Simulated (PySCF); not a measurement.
# BTe⁺ (triplet) under other conditions

Aim: change spin, charge, geometry, field or solvent of BTe⁺ (triplet), one at a time, and compare with the base run.

The runs use PySCF 2.14.0; method and basis as typed in the scripts.

6 further runs of the same task are left out: 3 for a known fault of the program, 3 that didn't finish.

### 1 The starting structure

BTe⁺ (triplet): 2 atoms, charge 1, spin multiplicity 3.

Bond lengths: B1–Te2 2.235 Å.

### 2 Base script

File input.py:

```python
from pyscf import gto, scf, mp

mol = gto.M(
    atom='B 0 0 0; Te 0 0 2.235',
    basis='def2-svpd',
    ecp={'Te': 'def2-svpd'},
    charge=1,
    spin=2,
    verbose=4,
)
mf = scf.UHF(mol)
mf.kernel()
mp.MP2(mf, frozen=5).kernel()
mf.dip_moment()
print('orbital energies (hartree):', [e[max(0, n-3):n+3].round(4) for e, n in zip(mf.mo_energy, mol.nelec)])
```

On the command line:

```
$ OMP_NUM_THREADS=1 python input.py
```

Its log is not repeated here.

In short: E(SCF) = -291.263951 Eh, E(MP2) − E(SCF) = -0.13459 Eh, ⟨S²⟩ = 2.027.

The bond length is a typed value, not an optimised one. The dipole of an ion depends on the origin. The triplet is typed in the script; nothing here shows that it is the ground state.

### 3 Bond 2.794 Å

Edit 1 changes bond length: 2.235 Å → 2.794 Å.

File input.py:

```python
from pyscf import gto, scf, mp

mol = gto.M(
    atom='B 0 0 0; Te 0 0 2.794',
    basis='def2-svpd',
    ecp={'Te': 'def2-svpd'},
    charge=1,
    spin=2,
    verbose=4,
)
mf = scf.UHF(mol)
mf.kernel()
mp.MP2(mf, frozen=5).kernel()
mf.dip_moment()
print('orbital energies (hartree):', [e[max(0, n-3):n+3].round(4) for e, n in zip(mf.mo_energy, mol.nelec)])
```

On the command line:

```
$ OMP_NUM_THREADS=1 python input.py
```

### 4 Singlet

Edit 2 changes spin (2S): 2 → 0.

Edit input.py of step 2 so:

```diff
@@ -7,3 +7,3 @@
     charge=1,
-    spin=2,
+    spin=0,
     verbose=4,
```

### 5 Bond 4.47 Å

Edit 3 changes bond length: 2.235 Å → 4.47 Å.

Edit input.py of step 2 so:

```diff
@@ -3,3 +3,3 @@
 mol = gto.M(
-    atom='B 0 0 0; Te 0 0 2.235',
+    atom='B 0 0 0; Te 0 0 4.47',
     basis='def2-svpd',
```

**Question.** What will these runs give? Wanted: for each run, E(SCF); from base; gap, α spin; after the SCF.

As calculated:

| run | E(SCF) (hartree) | from base (eV) | cycles | gap, α spin (eV) | after the SCF |
| --- | --- | --- | --- | --- | --- |
| base | -291.263951 | 0 | 17 | 9.78 | MP2 correlation -3.662 eV, core frozen |
| bond 2.794 Å | -291.231028 | +0.8959 | 17 | 9.00 | MP2 correlation -3.262 eV, core frozen |
| singlet | -291.168514 | +2.5970 | 14 | 6.11 | MP2 correlation -5.290 eV, core frozen |
| bond 4.47 Å | -291.125253 | +3.7742 | 25 | 2.20 | MP2 correlation -2.914 eV, core frozen |

What this shows: Of the runs whose energies can be compared, “bond 4.47 Å” moves the SCF energy most (+3.774 eV). The singlet solution found lies 2.60 eV above the base triplet at this geometry and level. With bond 4.47 Å the frontier gap moves by over 1.5 eV, which can mean another electronic state rather than the bond length alone.
